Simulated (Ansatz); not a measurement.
A run of Ansatz 0.2.0 is set up as follows.

input

```
crystal:
  lattice:
    - [-2.10857, 2.10857, 2.7017]
    - [2.10857, -2.10857, 2.7017]
    - [2.10857, 2.10857, -2.7017]
  atoms:
    - { symbol: Ge, position: [0.0, 0.5, 0.5] }
    - { symbol: Ge, position: [0.5, 0.0, 0.5] }
    - { symbol: "N", position: [0.5, 0.5, 0.0] }
hamiltonian:
  xc: { exchange: pbe, correlation: pbe, exx: { coeff: 0.25, omega: 0.2 } }
  pseudopotentials: { kind: paw }
kpoints:
  mp_grid: { grid: [5, 5, 5] }
scf:
  occupations: { method: fermi_dirac, width: 0.05 }
output:
  forces: true
  stress: true
  eigenvalues: true
```

Problem. Estimate the pressure.

Solution. -5.6 GPa.

Problem. What does it give for the band gap on the k mesh?

Solution. None (metal or under the smearing width).

Stress tensor (GPa, compression positive):
```
-6.03  0.00  0.00
 0.00 -6.03  0.00
 0.00  0.00 -4.63
```

Caveat: the k mesh is coarse (spacing up to 0.42 Å⁻¹), so the values aren't converged, least of all with exact exchange; the PAW data sets come from PBE, with cores solved anew for the run's functional, which leaves a small shift of forces and pressure; the thresholds are loose for stress.
